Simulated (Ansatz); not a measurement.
# K: the cost of one run

Program: Ansatz 0.2.0. Level of theory: DFT PBEsol, scalar-relativistic, plane waves, PAW. These are calculated values, not measurements.

4 further runs of the same task are left out: 3 that didn't finish, 1 set aside as unsound or not needed.

## (1) The starting structure

Symmetry: Im-3m, No. 229, cubic system. The conventional cell has a = 5.236 Å, b = 5.236 Å, c = 5.236 Å, α = 90.00°, β = 90.00°, γ = 90.00°.

Structure file:

```
K
1.0
    -2.61800    2.61800    2.61800
     2.61800   -2.61800    2.61800
     2.61800    2.61800   -2.61800
K
1
Direct
  0.00000 0.00000 0.00000
```

The structure comes from the Crystallography Open Database.

## (2) Random moves and strain, cell strained

The change: strain xx, yy, zz, yz, xz, xy = +1.7, +1.1, +1.5, -0.4, -0.5, +0.3 %.

Contents of input.yaml:

```yaml
crystal:
  lattice:
    - [-2.6699673, 2.63111618, 2.65946912]
    - [2.6437873, -2.65127478, 2.65344772]
    - [2.68321438, 2.66452186, -2.67962772]
  atoms:
    - { symbol: K, position: [0.0, 0.0, 0.0] }
basis:
  ecutwfc: 420
kpoints:
  mp_grid: { grid: [10, 10, 10] }
hamiltonian:
  xc: pbesol
scf:
  occupations: { method: gaussian, width: 0.1 }
output:
  forces: true
  stress: true
  eigenvalues: true
  populations: true
```

The run is started by

```bash
ansatz run input.yaml --threads 1 --pin off --max-ram 1331MiB --backend cpu --events-out ev --progress --plain --runs-dir out
```

Q: Estimate wall time and peak memory on 1 thread of an x86-64 CPU, shared host.

About 39 s, with a peak of 0.6 GiB.
